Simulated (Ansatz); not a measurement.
# Al: the cost of one run

Method: DFT r2SCAN, scalar-relativistic, plane waves, PAW, in Ansatz 0.2.0.

### Step 1. The starting structure

The structure is cubic, space group Fm-3m (No. 225). Conventional cell: a = 4.050 Å, b = 4.050 Å, c = 4.050 Å, α = 90.00°, β = 90.00°, γ = 90.00°. Al (site symmetry m-3m) is surrounded by 12 Al at 2.86 Å.

As a file:

```
CELL_PARAMETERS angstrom
0.00000 2.02500 2.02500
2.02500 0.00000 2.02500
2.02500 2.02500 0.00000
ATOMIC_POSITIONS crystal
Al 0.00000 0.00000 0.00000
```

### Step 2. Relaxing cell and atoms: Al, no spin

The input, input.yaml:

```yaml
crystal:
  lattice:
    - [0.0, 2.025, 2.025]
    - [2.025, 0.0, 2.025]
    - [2.025, 2.025, 0.0]
  atoms:
    - { symbol: Al, position: [0.0, 0.0, 0.0] }
scf:
  occupations: { method: gaussian, width: 0.1 }
output:
  forces: true
  stress: true
  eigenvalues: true
  write_density: true
  write_potential: true
  elf: true
  volumetric_format: npy
kpoints:
  mp_grid: { grid: [34, 34, 34] }
hamiltonian:
  xc: r2scan
  pseudopotentials: { kind: paw, azcp: { folder: soft_1 } }
relax:
  f_tol: 0.003
  max_steps: 60
  cell: { stress_tol: 0.02 }
```

Launch:

```
$ ansatz run input.yaml --threads 8 --pin off --max-ram 16384MiB --backend cpu --events-out ev --progress --plain --runs-dir out
```

What time and memory should one allow on 8 threads of Intel Xeon 6975P-C (Granite Rapids), shared host?

About 7.4 s, with a peak of 0.65 GiB.
